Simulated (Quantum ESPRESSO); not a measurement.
# SiO (F-43m) in Quantum ESPRESSO: further runs, part 3 of 4

Quantum ESPRESSO 7.5. The steps go on from the part before.

## (4) Phonons, PBE, target pressure 3 GPa, at which the enthalpy is minimised

pw.in reads:

```
&CONTROL
  calculation = 'scf'
  prefix = 'pwscf'
  outdir = './tmp'
  pseudo_dir = './pseudo'
  tprnfor = .true.
  tstress = .true.
  disk_io = 'low'
/
&SYSTEM
  ibrav = 0
  nat = 2
  ntyp = 2
  ecutwfc = 45
  ecutrho = 360
  nbnd = 10
  occupations = 'smearing'
  smearing = 'fd'
  degauss = 0.00367493
/
&ELECTRONS
  conv_thr = 4d-10
  electron_maxstep = 120
  mixing_beta = 0.5
/
ATOMIC_SPECIES
Si    28.0850 si_pbe_v1.uspp.F.UPF
O     15.9990 o_pbe_v1.2.uspp.F.UPF
CELL_PARAMETERS angstrom
   0.0000000000    2.4336400000    2.4336400000
   2.4336400000    0.0000000000    2.4336400000
   2.4336400000    2.4336400000    0.0000000000
ATOMIC_POSITIONS crystal
Si     0.7500000000    0.7500000000    0.7500000000
O      0.0000000000    0.0000000000    0.0000000000
K_POINTS automatic
6 6 6 1 1 1
```

relax.in reads:

```
&CONTROL
  calculation = 'vc-relax'
  prefix = 'pwscf'
  outdir = './tmp'
  pseudo_dir = './pseudo'
  tprnfor = .true.
  tstress = .true.
  disk_io = 'low'
  nstep = 40
  forc_conv_thr = 0.0001
  etot_conv_thr = 1d-06
/
&SYSTEM
  ibrav = 0
  nat = 2
  ntyp = 2
  ecutwfc = 45
  ecutrho = 360
  nbnd = 10
  occupations = 'smearing'
  smearing = 'fd'
  degauss = 0.00367493
/
&ELECTRONS
  conv_thr = 4d-10
  electron_maxstep = 120
  mixing_beta = 0.5
/
&IONS
  ion_dynamics = 'bfgs'
/
&CELL
  cell_dynamics = 'bfgs'
  press = 30
  press_conv_thr = 0.2
/
ATOMIC_SPECIES
Si    28.0850 si_pbe_v1.uspp.F.UPF
O     15.9990 o_pbe_v1.2.uspp.F.UPF
CELL_PARAMETERS angstrom
   0.0000000000    2.4336400000    2.4336400000
   2.4336400000    0.0000000000    2.4336400000
   2.4336400000    2.4336400000    0.0000000000
ATOMIC_POSITIONS crystal
Si     0.7500000000    0.7500000000    0.7500000000
O      0.0000000000    0.0000000000    0.0000000000
K_POINTS automatic
6 6 6 1 1 1
```

scf2.in reads:

```
&CONTROL
  calculation = 'scf'
  prefix = 'pwscf'
  outdir = './tmp'
  pseudo_dir = './pseudo'
  tprnfor = .true.
  tstress = .true.
  disk_io = 'low'
/
&SYSTEM
  ibrav = 0
  nat = 2
  ntyp = 2
  ecutwfc = 45
  ecutrho = 360
  nbnd = 10
  occupations = 'smearing'
  smearing = 'fd'
  degauss = 0.00367493
/
&ELECTRONS
  conv_thr = 1d-13
  electron_maxstep = 120
  mixing_beta = 0.5
  startingpot = 'file'
  startingwfc = 'file'
/
ATOMIC_SPECIES
Si    28.0850 si_pbe_v1.uspp.F.UPF
O     15.9990 o_pbe_v1.2.uspp.F.UPF
CELL_PARAMETERS angstrom
   0.0000000000    2.4008877276    2.4008877276
   2.4008877276    0.0000000000    2.4008877276
   2.4008877276    2.4008877276    0.0000000000
ATOMIC_POSITIONS crystal
Si     0.7500000000    0.7500000000    0.7500000000
O      0.0000000000    0.0000000000    0.0000000000
K_POINTS automatic
6 6 6 1 1 1
```

ph.in reads:

```
phonons of SiO
&INPUTPH
  prefix = 'pwscf'
  outdir = './tmp'
  tr2_ph = 1d-18
  fildyn = 'dyn'
  niter_ph = 90
  alpha_mix(1) = 0.4
/
0.0000000000 0.0000000000 0.0000000000
```

dynmat.in reads:

```
&INPUT
  fildyn = 'dyn'
  asr = 'crystal'
  filout = 'dynmat.disp'
  fileig = 'dynmat.eig'
/
```

Potentials or basis: GBRV 1.5 PBE.

Command:

```bash
> OMP_NUM_THREADS=1 pw.x -in pw.in > pw.out
> OMP_NUM_THREADS=1 pw.x -in relax.in > relax.out
> OMP_NUM_THREADS=1 pw.x -in scf2.in > scf2.out
> OMP_NUM_THREADS=1 ph.x -in ph.in > ph.out
> OMP_NUM_THREADS=1 dynmat.x -in dynmat.in > dynmat.out
```

pw.out:

```text
This program is part of the open-source Quantum ESPRESSO suite
     for quantum simulation of materials; please cite
[... 9 lines left out ...]
     --------------------
     sticks:   dense  smooth     PW     G-vecs:    dense   smooth      PW
     Sum        1045     517    163                22371     7823    1459

     Using Slab Decomposition

     bravais-lattice index     =            0
     lattice parameter (alat)  =       6.5038  a.u.
     unit-cell volume          =     194.5340 (a.u.)^3
     number of atoms/cell      =            2
     number of atomic types    =            2
     number of electrons       =        10.00
     number of Kohn-Sham states=           10
     kinetic-energy cutoff     =      45.0000  Ry
     charge density cutoff     =     360.0000  Ry
     scf convergence threshold =      4.0E-10
     mixing beta               =       0.5000
     number of iterations used =            8  plain     mixing
     Exchange-correlation= SLA  PW   PBE  PBE
[... 250 lines left out ...]
    13.1442  18.3239

          k =-0.5303 0.1768-0.0589 (   997 PWs)   bands (ev):

   -12.7502  -1.8603   0.5617   1.0137   6.5500   7.8379  11.1548  12.2737
    14.0967  19.1461

          k =-0.4125 0.0589 0.0589 (  1000 PWs)   bands (ev):
[... 51 lines left out ...]
   -12.7818  -2.1325   0.6953   1.4912   6.0263   8.9683  10.5891  11.6187
    16.4766  18.0889

     the Fermi energy is     7.4691 ev

!    total energy              =     -41.79427720 Ry
     estimated scf accuracy    <          1.3E-10 Ry
     smearing contrib. (-TS)   =      -0.00053566 Ry
     internal energy E=F+TS    =     -41.79374154 Ry

     The total energy is F=E-TS. E is the sum of the following terms:
     one-electron contribution =     -11.91319198 Ry
     hartree contribution      =      11.61359148 Ry
     xc contribution           =     -11.38857595 Ry
     ewald contribution        =     -30.10556508 Ry

     convergence has been achieved in  11 iterations

     Forces acting on atoms (cartesian axes, Ry/au):

     atom    1 type  1   force =    -0.00000000   -0.00000000    0.00000000
     atom    2 type  2   force =     0.00000000    0.00000000    0.00000000

     Total force =     0.000000     Total SCF correction =     0.000000

     Computing stress (Cartesian axis) and pressure

          total   stress  (Ry/bohr**3)                   (kbar)     P=        3.26
   0.00002216  -0.00000000  -0.00000000            3.26       -0.00       -0.00
  -0.00000000   0.00002216   0.00000000           -0.00        3.26        0.00
  -0.00000000   0.00000000   0.00002216           -0.00        0.00        3.26

=------------------------------------------------------------------------------=
   JOB DONE.
=------------------------------------------------------------------------------=
```

relax.out:

```text
This program is part of the open-source Quantum ESPRESSO suite
     for quantum simulation of materials; please cite
[... 9 lines left out ...]
     --------------------
     sticks:   dense  smooth     PW     G-vecs:    dense   smooth      PW
     Sum        1045     517    163                22371     7823    1459
[... 1796 lines left out ...]
   0.00020576   0.00000000  -0.00000000           30.27        0.00       -0.00
   0.00000000   0.00020576  -0.00000000            0.00       30.27       -0.00
  -0.00000000  -0.00000000   0.00020576           -0.00       -0.00       30.27

=------------------------------------------------------------------------------=
   JOB DONE.
=------------------------------------------------------------------------------=
```

scf2.out:

```text
This program is part of the open-source Quantum ESPRESSO suite
     for quantum simulation of materials; please cite
[... 9 lines left out ...]
     --------------------
     sticks:   dense  smooth     PW     G-vecs:    dense   smooth      PW
     Sum        1027     511    163                21595     7631    1411
[... 302 lines left out ...]
   0.00020576  -0.00000000  -0.00000000           30.27       -0.00       -0.00
  -0.00000000   0.00020576  -0.00000000           -0.00       30.27       -0.00
  -0.00000000  -0.00000000   0.00020576           -0.00       -0.00       30.27

=------------------------------------------------------------------------------=
   JOB DONE.
=------------------------------------------------------------------------------=
```

Run time: 2 min. Hardware: 1 thread of Arm Neoverse V1, shared host; peak memory 0.14 GiB.

Results:

```
Free energy                            : -568.6277 eV
Relaxed volume                         : 13.84 Å³/atom
Relaxed cell                           : a = 3.395 Å, b = 3.395 Å, c = 3.395 Å, α = 60.00°, β = 60.00°, γ = 60.00°
Space group after relaxing (to 0.05 Å) : F-43m (No. 216)
Pressure after relaxing                : 3.0 GPa
Band gap on the k mesh                 : none (metal or under the smearing width)
Highest phonon frequency at Γ          : 1 cm⁻¹
Most unstable mode                     : 259i cm⁻¹
```

Step by step:
```csv
step,energy change (eV),largest force (eV/Å),pressure (GPa),volume (Å³)
1,0.0000,0.0000,0.33,28.83
2,0.0019,0.0000,1.23,28.44
3,0.0088,0.0000,2.59,27.86
4,0.0118,0.0000,2.99,27.68
5,0.0119,0.0000,3.00,27.68
```

Final structure:
```
Si O
1.0
     0.00000    2.40089    2.40089
     2.40089    0.00000    2.40089
     2.40089    2.40089    0.00000
Si O
1 1
Direct
  0.75000 0.75000 0.75000
  0.00000 0.00000 0.00000
```

Levels at points of the mesh, in eV from the Fermi level:
```
           k point  band 2  band 3  band 4  band 5  band 6  band 7  band 8  band 9
(0.08, 0.08, 0.08)   -7.04   -5.80   -5.80   -4.94    3.33    3.67    3.67   10.69
```

Phonon frequencies in cm⁻¹ (negative: imaginary):
```
              q point           frequencies
(0.000, 0.000, 0.000)  -259 -259 -259 1 1 1
```

Optical modes at Γ, degenerate ones joined:
| cm⁻¹ | components | symmetry | active in |
| --- | --- | --- | --- |
| 259i | 3 | T2 | IR and Raman |

Caveat: the k mesh is coarse (spacing up to 0.37 Å⁻¹), so the values aren't converged; the mesh is thin for the phonons of a metal; some modes are imaginary; the cell is more than 3 GPa from zero pressure, which shifts response properties.

## (5) Phonons, PBE, target pressure 8 GPa, at which the enthalpy is minimised

pw.in is that of step 4.

relax.in: that of step 4 with these lines changed.

```diff
@@ -33,3 +33,3 @@
   cell_dynamics = 'bfgs'
-  press = 30
+  press = 80
   press_conv_thr = 0.2
```

gamma.in reads:

```
&CONTROL
  calculation = 'bands'
  prefix = 'pwscf'
  outdir = './tmp'
  pseudo_dir = './pseudo'
  disk_io = 'low'
  verbosity = 'high'
/
&SYSTEM
  ibrav = 0
  nat = 2
  ntyp = 2
  ecutwfc = 45
  ecutrho = 360
  nbnd = 10
  occupations = 'smearing'
  smearing = 'fd'
  degauss = 0.00367493
/
&ELECTRONS
  conv_thr = 1d-08
  electron_maxstep = 120
  mixing_beta = 0.5
  diago_full_acc = .true.
  startingwfc = 'random'
/
ATOMIC_SPECIES
Si    28.0850 si_pbe_v1.uspp.F.UPF
O     15.9990 o_pbe_v1.2.uspp.F.UPF
CELL_PARAMETERS angstrom
   0.0000000000    2.3294198453    2.3294198453
   2.3294198453    0.0000000000    2.3294198453
   2.3294198453    2.3294198453    0.0000000000
ATOMIC_POSITIONS crystal
Si     0.7500000000    0.7500000000    0.7500000000
O      0.0000000000    0.0000000000    0.0000000000
K_POINTS crystal
1
0.0 0.0 0.0 1
```

scf2.in: that of step 4 with these lines changed.

```diff
@@ -16,5 +16,3 @@
   nbnd = 10
-  occupations = 'smearing'
-  smearing = 'fd'
-  degauss = 0.00367493
+  occupations = 'fixed'
 /
@@ -25,3 +23,2 @@
   startingpot = 'file'
-  startingwfc = 'file'
 /
@@ -31,5 +28,5 @@
 CELL_PARAMETERS angstrom
-   0.0000000000    2.4008877276    2.4008877276
-   2.4008877276    0.0000000000    2.4008877276
-   2.4008877276    2.4008877276    0.0000000000
+   0.0000000000    2.3294198453    2.3294198453
+   2.3294198453    0.0000000000    2.3294198453
+   2.3294198453    2.3294198453    0.0000000000
 ATOMIC_POSITIONS crystal
```

ph.in: that of step 4 with these lines changed.

```diff
@@ -7,3 +7,4 @@
   niter_ph = 90
-  alpha_mix(1) = 0.4
+  alpha_mix(1) = 0.7
+  epsil = .true.
 /
```

dynmat.in: that of step 4 with these lines changed.

```diff
@@ -3,2 +3,3 @@
   asr = 'crystal'
+  lperm = .true.
   filout = 'dynmat.disp'
```

dynmat_lo.in reads:

```
&INPUT
  fildyn = 'dyn'
  asr = 'crystal'
  filout = 'dynmat_lo.disp'
  fileig = 'dynmat_lo.eig'
  q(1) = 0
  q(2) = 0
  q(3) = 1
/
```

Potentials or basis: GBRV 1.5 PBE.

Command:

```bash
> OMP_NUM_THREADS=1 pw.x -in pw.in > pw.out
> OMP_NUM_THREADS=1 pw.x -in relax.in > relax.out
> OMP_NUM_THREADS=1 pw.x -in gamma.in > gamma.out
> OMP_NUM_THREADS=1 pw.x -in scf2.in > scf2.out
> OMP_NUM_THREADS=1 ph.x -in ph.in > ph.out
> OMP_NUM_THREADS=1 dynmat.x -in dynmat.in > dynmat.out
> OMP_NUM_THREADS=1 dynmat.x -in dynmat_lo.in > dynmat_lo.out
```

pw.out:

```text
This program is part of the open-source Quantum ESPRESSO suite
     for quantum simulation of materials; please cite
[... 9 lines left out ...]
     --------------------
     sticks:   dense  smooth     PW     G-vecs:    dense   smooth      PW
     Sum        1045     517    163                22371     7823    1459

     Using Slab Decomposition

     bravais-lattice index     =            0
     lattice parameter (alat)  =       6.5038  a.u.
     unit-cell volume          =     194.5340 (a.u.)^3
     number of atoms/cell      =            2
     number of atomic types    =            2
     number of electrons       =        10.00
     number of Kohn-Sham states=           10
     kinetic-energy cutoff     =      45.0000  Ry
     charge density cutoff     =     360.0000  Ry
     scf convergence threshold =      4.0E-10
     mixing beta               =       0.5000
     number of iterations used =            8  plain     mixing
     Exchange-correlation= SLA  PW   PBE  PBE
[... 250 lines left out ...]
    13.1442  18.3239

          k =-0.5303 0.1768-0.0589 (   997 PWs)   bands (ev):

   -12.7502  -1.8603   0.5617   1.0137   6.5500   7.8379  11.1548  12.2737
    14.0967  19.1461

          k =-0.4125 0.0589 0.0589 (  1000 PWs)   bands (ev):
[... 51 lines left out ...]
   -12.7818  -2.1325   0.6953   1.4912   6.0263   8.9683  10.5891  11.6187
    16.4766  18.0889

     the Fermi energy is     7.4691 ev

!    total energy              =     -41.79427720 Ry
     estimated scf accuracy    <          1.3E-10 Ry
     smearing contrib. (-TS)   =      -0.00053566 Ry
     internal energy E=F+TS    =     -41.79374154 Ry

     The total energy is F=E-TS. E is the sum of the following terms:
     one-electron contribution =     -11.91319198 Ry
     hartree contribution      =      11.61359148 Ry
     xc contribution           =     -11.38857595 Ry
     ewald contribution        =     -30.10556508 Ry

     convergence has been achieved in  11 iterations

     Forces acting on atoms (cartesian axes, Ry/au):

     atom    1 type  1   force =    -0.00000000   -0.00000000    0.00000000
     atom    2 type  2   force =     0.00000000    0.00000000    0.00000000

     Total force =     0.000000     Total SCF correction =     0.000000

     Computing stress (Cartesian axis) and pressure

          total   stress  (Ry/bohr**3)                   (kbar)     P=        3.26
   0.00002216  -0.00000000  -0.00000000            3.26       -0.00       -0.00
  -0.00000000   0.00002216   0.00000000           -0.00        3.26        0.00
  -0.00000000   0.00000000   0.00002216           -0.00        0.00        3.26

=------------------------------------------------------------------------------=
   JOB DONE.
=------------------------------------------------------------------------------=
```

relax.out:

```text
This program is part of the open-source Quantum ESPRESSO suite
     for quantum simulation of materials; please cite
[... 9 lines left out ...]
     --------------------
     sticks:   dense  smooth     PW     G-vecs:    dense   smooth      PW
     Sum        1045     517    163                22371     7823    1459
[... 2022 lines left out ...]
   0.00054930  -0.00000000  -0.00000000           80.80       -0.00       -0.00
  -0.00000000   0.00054930   0.00000000           -0.00       80.80        0.00
   0.00000000  -0.00000000   0.00054930            0.00       -0.00       80.80

=------------------------------------------------------------------------------=
   JOB DONE.
=------------------------------------------------------------------------------=
```

Wall time 2.6 min (1 thread of Arm Neoverse V1, shared host); peak memory 0.14 GiB.

What came out:

* Free energy: -568.5424 eV
* Relaxed volume: 12.64 Å³/atom
* Relaxed cell: a = 3.294 Å, b = 3.294 Å, c = 3.294 Å, α = 60.00°, β = 60.00°, γ = 60.00°
* Space group after relaxing (to 0.05 Å): F-43m (No. 216)
* Pressure after relaxing: 7.8 GPa
* Electronic dielectric tensor (diagonal): 45.84
* Born charges (mean of the diagonal): Si +3.69; O -3.60 e
* Highest phonon frequency at Γ, LO-TO splitting left out: 1 cm⁻¹
* Most unstable mode: 217i cm⁻¹

The path:
```csv
step,energy change (eV),largest force (eV/Å),pressure (GPa),volume (Å³)
1,0.0000,0.0000,0.33,28.83
2,0.0112,0.0000,2.92,27.71
3,0.0582,0.0000,6.25,26.10
4,0.0922,0.0000,7.89,25.32
5,0.0947,0.0000,8.01,25.27
6,0.0944,0.0000,8.00,25.28
```

Final structure:
```
Si O
1.0
     0.00000    2.32942    2.32942
     2.32942    0.00000    2.32942
     2.32942    2.32942    0.00000
Si O
1 1
Direct
  0.75000 0.75000 0.75000
  0.00000 0.00000 0.00000
```

Phonon frequencies in cm⁻¹ (negative: imaginary):
| q point | frequencies |
| --- | --- |
| (0.000, 0.000, 0.000) | -217 -217 -217 1 1 1 |

Electronic dielectric tensor:
```
45.84  0.00  0.00
 0.00 45.84  0.00
 0.00  0.00 45.84
```

Born effective charge tensors (e):
atom 1, Si
```
3.69 0.00 0.00
0.00 3.69 0.00
0.00 0.00 3.69
```
atom 2, O
```
-3.60  0.00  0.00
 0.00 -3.60  0.00
 0.00  0.00 -3.60
```

Optical modes at Γ, degenerate ones joined, polar ones without the macroscopic field:
```csv
cm⁻¹,components,symmetry,active in,"IR intensity, summed ((D/Å)²/amu)"
217i,3,T2,IR and Raman,90.00
```

Zone-centre frequencies without and with the macroscopic field along z (cm⁻¹):
```tsv
	optical modes in rising order
without	217i 217i 217i
with the field	217i 217i 89
```

Caveat: the mesh is thin for the dielectric tensor, Born charges and intensities, which usually come out too large; some modes are imaginary; the cell is more than 3 GPa from zero pressure, which shifts response properties; the gap on the mesh is small and may close between mesh points, in which case fixed occupations spoil the response; the Born charges break their sum rule by 0.09 e, a sign of too thin a mesh.

[end of part 3 of 4]
